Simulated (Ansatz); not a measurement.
Runs of Ansatz 0.2.0 on SnTe3. The structure is cubic, space group Fm-3m (No. 225). Conventional cell: a = 7.722 Å, b = 7.722 Å, c = 7.722 Å, α = 90.00°, β = 90.00°, γ = 90.00°. Around Te (site symmetry m-3m) lie 8 Te at 3.34 Å. Te (site symmetry -43m) has 4 Te at 3.34 Å and 4 Sn at 3.34 Å as nearest neighbours. Around Sn (site symmetry m-3m) lie 8 Te at 3.34 Å. The cell comes from a database or a generator and needn't be the stable form of this composition.

| task | level | cutoff (eV) | atoms under strain | points for each segment of the path | gap on the mesh (eV) | pressure (GPa) | V0 of scaled cells (Å³/atom) | B0 (GPa) |
| --- | --- | --- | --- | --- | --- | --- | --- | --- |
| equation of state | r2SCAN | 500 | - | - | - | - | (b) | 50 |
| phonons | PBEsol | 420 | - | - | none | - | - | - |
| equation of state | PBE | 420 | - | - | - | - | 28.87 | 48 |
| elastic constants | PBEsol | 420 | relaxed | - | none | (a) | - | - |
| band structure | PBE | 420 | - | 14 | none | 0.1 | - | - |

Alike in all rows: potentials or basis Ansatz PAW; no spin polarisation; cell as given; k mesh 6 × 6 × 6; smearing fermi-dirac 0.05 eV.

Fill in the values left out.

(a) -2.8; (b) 28.80.

Caveats: the PAW data sets come from PBE, with cores solved anew for the run's functional, which leaves a small shift of forces and pressure (some runs); the PAW data sets were made with another functional, which shifts forces and pressure a little (some runs); some modes are imaginary (some runs); the elastic tensor has a negative eigenvalue, so either the cell is unstable as it stands or the mesh is too thin (some runs); spin-orbit coupling is left out, which moves the levels of the heavy elements (some runs).

A k mesh can miss the band edges, and the runs leave out spin-orbit coupling on Sn, Te.

A gap of «none» marks a metal or a gap under the smearing width.
